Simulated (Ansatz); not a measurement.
# AlN: the cost of one run

Computed with Ansatz 0.2.0 (DFT PBE0, scalar-relativistic, plane waves, PAW, and further levels as typed in the inputs, unless a step's input says otherwise).

**1. The system as given**

The structure is hexagonal, space group P6_3mc (No. 186). Conventional cell: a = 3.114 Å, b = 3.114 Å, c = 4.983 Å, α = 90.00°, β = 90.00°, γ = 120.00°. Al (site symmetry 3m) has 4 N at 1.89 to 1.90 Å as nearest neighbours. N (site symmetry 3m) is surrounded by 4 Al at 1.89 to 1.90 Å.

Structure file:

```xyz
4
Lattice="3.1138 0.0000 0.0000 -1.5569 2.6966 0.0000 0.0000 0.0000 4.9833" Properties=species:S:1:pos:R:3 pbc="T T T"
Al    0.0000    1.7977    4.9832
Al    1.5569    0.8989    2.4916
N     0.0000    1.7977    1.9037
N     1.5569    0.8989    4.3954
```

**2. Single point: AlN, no spin**

The input, input.yaml:

```yaml
crystal:
  lattice:
    - [3.113754, 0.0, 0.0]
    - [-1.556877, 2.69659, 0.0]
    - [0.0, 0.0, 4.983298]
  atoms:
    - { symbol: Al, position: [0.333333, 0.666667, 0.999983] }
    - { symbol: Al, position: [0.666667, 0.333333, 0.499983] }
    - { symbol: "N", position: [0.333333, 0.666667, 0.382017] }
    - { symbol: "N", position: [0.666667, 0.333333, 0.882017] }
scf:
  occupations: { method: fixed }
  n_extra_bands: 4
output:
  write_density: true
  write_potential: true
  elf: true
  volumetric_format: npy
kpoints:
  mp_grid: { grid: [4, 4, 3] }
hamiltonian:
  xc: pbe0
```

Command:

```bash
ansatz run input.yaml --threads 4 --pin off --max-ram 11264MiB --backend cpu --events-out ev --progress --plain --runs-dir out
```

**Question.** How long does this run take on 4 threads of Intel Xeon Platinum 8259CL at 2.50GHz (Skylake/Cascade Lake), shared host, and how much memory does it need?

About 3.6 s, with a peak of 0.55 GiB.
